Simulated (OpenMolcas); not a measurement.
**B, step by step**

Wanted: a series of 9 runs (ROHF/6-31G*, CASSCF(3,4)/6-31G*, CASPT2(3,4)/6-31G*, CASPT2[IPEA 0](3,4)/6-31G*, SC-NEVPT2(3,4)/6-31G*, PC-NEVPT2(3,4)/6-31G*, MC-PDFT[tPBE](3,4)/6-31G*, MC-PDFT[ftPBE](3,4)/6-31G*, and more) of B. 

The results are computed with OpenMolcas 26.06.

### 1 The energy at ROHF/6-31G(d) (spherical functions) (run 1)

The input, step1.inp:

```
&GATEWAY
BasLib
$CurrDir
Coord
1
angstrom
B        0.000000       0.000000       0.000000
Basis
6-31Gs
Group
NoSym
&SEWARD
&SCF
UHF
Spin
2
PrOrbitals
1 2
&RASSCF
FileOrb
$Project.UnaOrb
Spin
2
Nactel
1 0 0
Inactive
2
Ras2
1
OutOrbitals
Canonical
OrbListing
Few
```

The basis set 6-31G* is read from a file made from the Basis Set Exchange's data (not shown).

Launch:

```
export MOLCAS_MEM=1860
pymolcas step1.inp > step1.log
```

The log of the run:

```text
--- Start Module: gateway ---
[...]
--- Stop Module: gateway /rc=_RC_ALL_IS_WELL_ ---
[...]
      Basis functions           14
[...]
--- Start Module: scf ---
[...]
       Convergence after   7 Iterations
[...]
::    Total SCF energy                                -24.5219719297
[...]
      Total spin, S                                     0.5018903055
[...]
--- Stop Module: scf /rc=_RC_ALL_IS_WELL_ ---
--- Start Module: rasscf ---
[...]
      Number of active orbitals                  1
[...]
      Spin quantum number                      0.5
[...]
      Active orbitals                            1
[...]
      Number of CSFs                             1
[...]
      Number of root(s) required                 1
[...]
      Convergence after  7 iterations
[...]
      printout of CI-coefficients larger than  0.05 for root  1
      energy=     -24.519364
      conf/sym  1     Coeff  Weight
             1  u   1.00000 1.00000
      Natural orbitals and occupation numbers for root  1
      sym 1:   1.000000
      ************************************************************************************************************************
      *                                                    Final results                                                     *
[...]
::    RASSCF root number  1 Total energy:    -24.51936373
[...]
      Total electronic charge=    5.000000
      Total            charge=   -0.000000
[...]
      Dipole Moment (debye):
      Origin of the operator (angstrom)=    0.0000    0.0000    0.0000
                   X= -1.1198E-17               Y=  1.1900E-16               Z= -1.6864E-16           Total=  2.0670E-16
      Quadrupole Moment (debye*angstrom):
[...]
--- Stop Module: rasscf /rc=_RC_ALL_IS_WELL_ ---
[...]
```

It took 2.9 s on 1 thread of Intel Xeon Platinum 8259CL at 2.50GHz (Skylake/Cascade Lake), shared host; peak memory 0.37 GiB.

### 2 The B atom: a single-point energy at CASSCF(3,4)/6-31G(d) (spherical functions) (run 2)

The input, step2.inp:

```
&GATEWAY
BasLib
$CurrDir
Coord
1
angstrom
B        0.000000       0.000000       0.000000
Basis
6-31Gs
Group
NoSym
&SEWARD
&RASSCF
FileOrb
$CurrDir/step1.RasOrb
Spin
2
Nactel
3 0 0
Inactive
1
Ras2
4
OrbListing
Few
```

The basis set 6-31G* is read from a file made from the Basis Set Exchange's data (not shown).

Run the same way, it converges to -24.55394 Eh (log not shown).

Runs 3 to 7 aren't shown in full; the table further down has their settings and results.

### 3 The B atom: a single-point energy at MC-PDFT[ftPBE](3,4)/6-31G(d) (spherical functions) (run 8)

The input, step8.input:

```
* B MC-PDFT
&gateway
baslib=$CurrDir
coord
1
angstrom
B        0.000000       0.000000       0.000000
basis=6-31Gs
group=NoSym
&seward
&rasscf
fileorb=$CurrDir/step2.RasOrb
spin=2
nactel=3 0 0
inactive=1
ras2=4
orblisting=Few
&mcpdft
ksdft=FT:PBE
```

The basis set 6-31G* is read from a file made from the Basis Set Exchange's data (not shown).

Run the same way, it converges to -24.61339 Eh (log not shown).

### 4 The B atom: a single-point energy at MRCI(3,4)/6-31G(d) (spherical functions) (run 9)

The input, step9.inp:

```
* B MRCI

&gateway
 baslib=$CurrDir
 coord
 1
 angstrom
 B        0.000000       0.000000       0.000000
 basis=6-31Gs
 group=NoSym

&seward

&rasscf
 fileorb=$CurrDir/step2.RasOrb
 spin=2
 nactel=3 0 0
 inactive=1
 ras2=4
 orblisting=Few

&motra
 lumorb
 frozen=1

&guga
 electrons=3
 spin=2
 inactive=0
 active=4
 ciall=1

&mrci
 sdci
```

The basis set 6-31G* is read from a file made from the Basis Set Exchange's data (not shown).

Launch:

```
export MOLCAS_MEM=1860
pymolcas step9.inp > step9.log
```

The log of the run:

```text
--- Start Module: gateway ---
[...]
--- Stop Module: gateway /rc=_RC_ALL_IS_WELL_ ---
[...]
      Basis functions           14
[...]
      Number of active orbitals                  4
[...]
      Spin quantum number                      0.5
[...]
      Active orbitals                            4
[...]
      Number of CSFs                            20
[...]
      Number of root(s) required                 1
[...]
      Convergence after  4 iterations
[...]
      printout of CI-coefficients larger than  0.05 for root  1
      energy=     -24.553942
      conf/sym  1111     Coeff  Weight
             1  2u00  -0.97178 0.94436
            15  0u20  -0.16680 0.02782
            18  0u02  -0.16680 0.02782
      Natural orbitals and occupation numbers for root  1
      sym 1:   1.888712   1.000000   0.055644   0.055644
      ************************************************************************************************************************
      *                                                    Final results                                                     *
[...]
::    RASSCF root number  1 Total energy:    -24.55394238
[...]
      Dipole Moment (debye):
      Origin of the operator (angstrom)=    0.0000    0.0000    0.0000
                   X= -2.7053E-15               Y= -1.1762E-14               Z= -3.2424E-14           Total=  3.4597E-14
      Quadrupole Moment (debye*angstrom):
[...]
      *** WARNING: Default frozen orbitals is overwritten by user input.
      *** Default values:   1
[...]
--- Start Module: guga ---
[...]
--- Stop Module: guga /rc=_RC_ALL_IS_WELL_ ---
--- Start Module: mrci ---
[...]
       (But an ACPF correction will be computed)
       USE THE DEFAULT ACPF G-VALUE GFAC=  0.66666666666666663
[...]
                      CI ENERGY:   -24.57951065
[...]
                ACPF CORRECTION:    -0.00012644
[...]
      Total electronic charge=    5.000000
      Total            charge=   -0.000000
[...]
     ACPF CORRECTION:     -0.00012644
[...]
  CI State   1     Total energy:    -24.57951065     QDav:     -0.00038310     QACPF:     -0.00012644
[...]
--- Stop Module: mrci /rc=_RC_ALL_IS_WELL_ ---
[...]
```

Wall time 2.4 s (1 thread of Intel Xeon Platinum 8259CL at 2.50GHz (Skylake/Cascade Lake), shared host); peak memory 0.37 GiB.

### 5 All runs side by side

```tsv
run	level	active rule	inactive	energy (Eh)	dipole moment (D) of the reference	wall time
1	ROHF/6-31G* (spherical functions)	–	–	-24.519364	0.00	2.9 s
2	CASSCF(3,4)/6-31G* (spherical functions)	full valence	1	-24.553942	0.00	2.2 s
3	CASPT2(3,4)/6-31G* (spherical functions)	full valence	1	-24.573151	0.00	2.3 s
4	CASPT2[IPEA 0](3,4)/6-31G* (spherical functions)	full valence	1	-24.575345	0.00	2.5 s
5	SC-NEVPT2(3,4)/6-31G* (spherical functions)	full valence	1	-24.573157	0.00	2.3 s
6	PC-NEVPT2(3,4)/6-31G* (spherical functions)	full valence	1	-24.573186	0.00	2.3 s
7	MC-PDFT[tPBE](3,4)/6-31G* (spherical functions)	full valence	1	-24.603557	0.00	2.4 s
8	MC-PDFT[ftPBE](3,4)/6-31G* (spherical functions)	full valence	1	-24.613388	0.00	2.5 s
9	MRCI(3,4)/6-31G* (spherical functions)	full valence	1	-24.579511	0.00	2.4 s
```

### 6 Results

```
                                     quantity         value
                  B atom, run 9: total energy  -24.57951 Eh
B atom, run 9: dipole moment (CASSCF density)        0.00 D
```

What this shows: Below the ROHF energy at the same shape and in the same basis (6-31G*): CASSCF(3,4) -34.6 mEh; CASPT2(3,4) -53.8 mEh; CASPT2[IPEA 0](3,4) -56.0 mEh; SC-NEVPT2(3,4) -53.8 mEh; PC-NEVPT2(3,4) -53.8 mEh; MRCI(3,4) -60.1 mEh. Active-space methods hold only the correlation inside their space unless a perturbation or CI step follows. All runs together took 22 s, the longest 2.9 s.
